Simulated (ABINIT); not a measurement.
# Al in ABINIT: notebook, part 2 of 2

ABINIT 10.8.3 (patched build).

### Step 3. Band structure, LDA

File run.abi:

```
# Datasets: ground state, then fixed potential
ndtset 2

# Pseudopotentials
pp_dirpath "./"
pseudos "Al.LDA_PW-JTH.xml"

# Structure
acell 2.862339966 2.862339966 25.1199 Angstrom
rprim
     1.0000000000     0.0000000000     0.0000000000
     0.0000000000     1.0000000000     0.0000000000
     0.0000000000     0.0000000000     1.0000000000
ntypat 1
znucl 13
natom 6
typat 1 1 1 1 1 1
xred
     0.5000000000     0.5000000000     0.2985680675
     0.0000000000     0.0000000000     0.3791408405
     0.5000000000     0.5000000000     0.4597136135
     0.0000000000     0.0000000000     0.5402863865
     0.5000000000     0.5000000000     0.6208591595
     0.0000000000     0.0000000000     0.7014319325
chkprim 0
chksymtnons 0
tolsym 1.0e-6

# Plane-wave basis
ecut 15.0
pawecutdg 30.0

# Exchange and correlation
ixc 7

# Bands and occupations
occopt 3
tsmear 0.05 eV

# SCF cycle
nstep 120

# Output
iomode 3
prtwf 0
prteig 0
prtebands 0
enunit 1
prtden1 1

# Dataset 1
kptopt1 1
ngkpt1 9 9 1
nshiftk1 1
shiftk1 0.0 0.0 0.0
nband1 13
tolvrs1 1.0e-9

# Dataset 2: bands along G-X-M-G-Z-R-A-Z
iscf2 -2
getden2 1
nband2 19
nbdbuf2 4
tolwfr2 1.0e-11
kptopt2 -7
ndivsm2 8
prteig2 1
prtvol2 -3
kptbounds2
     0.0000000000     0.0000000000     0.0000000000
     0.0000000000     0.5000000000     0.0000000000
     0.5000000000     0.5000000000     0.0000000000
     0.0000000000     0.0000000000     0.0000000000
     0.0000000000     0.0000000000     0.5000000000
     0.0000000000     0.5000000000     0.5000000000
     0.5000000000     0.5000000000     0.5000000000
     0.0000000000     0.0000000000     0.5000000000
```

Potentials or basis: JTH PAW LDA v2.0.

Launch:

```sh
mpirun --bind-to none -np 4 abinit run.abi > log 2>&1
```

run.abo:

```text
.Version 10.8.3 of ABINIT
 DATASET    1 : space group P4/n m m (#129); Bravais tP (primitive tetrag.)
================================================================================
 Values of the parameters that define the memory need for DATASET  1.
     intxc =       0    ionmov =       0      iscf =      17    lmnmax =       8
     lnmax =       4     mgfft =     180  mpssoang =       2    mqgrid =   11705
     natom =       6  nloc_mem =       2    nspden =       1   nspinor =       1
    nsppol =       1      nsym =      16    n1xccc =       1    ntypat =       1
    occopt =       3   xclevel =       1
       mpw =        3887          nfft =       72000          nkpt =          15
Pmy_natom=         2
 PAW method is used; the additional fine FFT grid is defined by:
   mgfftf=       240    nfftf =    216000
================================================================================
================================================================================

 DATASET    2 : space group P4/n m m (#129); Bravais tP (primitive tetrag.)
================================================================================
 Values of the parameters that define the memory need for DATASET  2.
     intxc =       0    ionmov =       0      iscf =      -2    lmnmax =       8
     lnmax =       4     mgfft =     180  mpssoang =       2    mqgrid =   11705
     natom =       6  nloc_mem =       2    nspden =       1   nspinor =       1
    nsppol =       1      nsym =      16    n1xccc =       1    ntypat =       1
    occopt =       3   xclevel =       1
[... 4318 lines left out ...]
 length scales=  5.409038614980  5.409038614980 47.469731310191 bohr
              =  2.862339966000  2.862339966000 25.119900000000 angstroms
 Eigenvalues (   eV  ) for nkpt= 487  k points:
 kpt#   1, nband= 19, wtk=  1.00000, kpt=  0.0000  0.0000  0.0000 (reduced coord)
  -8.82716   -8.21300   -7.09641   -5.65535   -3.84325   -1.69471   -0.14730    2.63113
   4.64251    5.97680    6.41331    7.56126    7.72191    7.72191    7.78275    7.93846
   8.14810    8.24865    8.24865
 kpt#   2, nband= 19, wtk=  1.00000, kpt=  0.0000  0.0071  0.0000 (reduced coord)
  -8.82625   -8.21208   -7.09550   -5.65445   -3.84235   -1.69382   -0.14645    2.63199
   4.64338    5.97770    6.41420    7.45403    7.72270    7.78336    7.82266    7.93927
   8.02175    8.24944    8.36906
 kpt#   3, nband= 19, wtk=  1.00000, kpt=  0.0000  0.0143  0.0000 (reduced coord)
  -8.82349   -8.20934   -7.09277   -5.65174   -3.83967   -1.69115   -0.14389    2.63456
   4.64595    5.98039    6.41686    7.28808    7.72505    7.78316    7.85334    7.94164
   7.96924    8.25180    8.52172
 kpt#   4, nband= 19, wtk=  1.00000, kpt=  0.0000  0.0214  0.0000 (reduced coord)
  -8.81890   -8.20477   -7.08823   -5.64724   -3.83521   -1.68671   -0.13964    2.63884
   4.65023    5.98487    6.42129    7.11160    7.66859    7.72898    7.79405    7.94550
   8.11344    8.25580    8.68755
 kpt#   5, nband= 19, wtk=  1.00000, kpt=  0.0000  0.0286  0.0000 (reduced coord)
[... 1771 lines left out ...]
 kpt# 448, nband= 19, wtk=  1.00000, kpt=  0.1970  0.1970  0.5000 (reduced coord)
  -7.43724   -6.82876   -5.72111   -4.29150   -2.49174   -0.35303    1.14425    2.38231
   2.94519    3.57694    3.98042    4.20398    4.34949    5.32540    5.45712    6.01061
   6.84670    7.01940    7.25886
 kpt# 449, nband= 19, wtk=  1.00000, kpt=  0.1919  0.1919  0.5000 (reduced coord)
  -7.50728   -6.89852   -5.79042   -4.36023   -2.55981   -0.42038    1.07911    2.48476
   3.04764    3.60352    4.08274    4.21534    4.44628    5.42745    5.55447    5.95517
   6.93621    7.12064    7.18928
 kpt# 450, nband= 19, wtk=  1.00000, kpt=  0.1869  0.1869  0.5000 (reduced coord)
  -7.57554   -6.96650   -5.85796   -4.42721   -2.62615   -0.48605    1.01566    2.58894
   3.15175    3.60924    4.18676    4.25022    4.54338    5.53119    5.65338    5.90036
   7.02864    7.12153    7.22354
 kpt# 451, nband= 19, wtk=  1.00000, kpt=  0.1818  0.1818  0.5000 (reduced coord)
  -7.64200   -7.03270   -5.92373   -4.49243   -2.69076   -0.55001    0.95384    2.69478
   3.25757    3.59697    4.29246    4.30590
```

Wall time 2.2 min (4 MPI ranks of Arm Neoverse V2, shared host); peak memory 0.96 GiB.

Results:

* Free energy: -346.6043 eV
* Largest force: 0.240 eV/Å
* Band gap on the k mesh: none (metal or under the smearing width)
* Valence electrons inside the program's atomic spheres: Al 0.73, 0.77, 0.76 (radii [1.0074] Å)

Forces on the atoms (eV/Å):
```
Al   0.000  0.000  0.024
Al   0.000  0.000  0.069
Al   0.000  0.000  0.240
Al   0.000  0.000 -0.240
Al   0.000  0.000 -0.069
Al   0.000  0.000 -0.024
```

Levels at the corners of the path, in eV from the Fermi level:
```csv
point,band 6,band 7,band 8,band 9,band 10,band 11,band 12,band 13
Γ,-3.73,-2.18,0.60,2.61,3.94,4.38,5.53,5.69
X,-4.74,-3.35,-3.35,-1.57,-1.57,0.54,0.54,2.11
M,-1.42,-1.10,-1.10,-0.82,-0.82,0.25,0.25,0.33
Γ,-3.73,-2.18,0.60,2.61,3.94,4.38,5.53,5.69
Z,-3.73,-2.18,0.60,2.61,3.83,4.84,4.94,5.52
R,-4.74,-3.35,-3.35,-1.57,-1.57,0.54,0.54,2.11
A,-1.42,-1.10,-1.10,-0.82,-0.82,0.25,0.25,0.33
Z,-3.73,-2.18,0.60,2.61,3.83,4.84,4.94,5.52
```
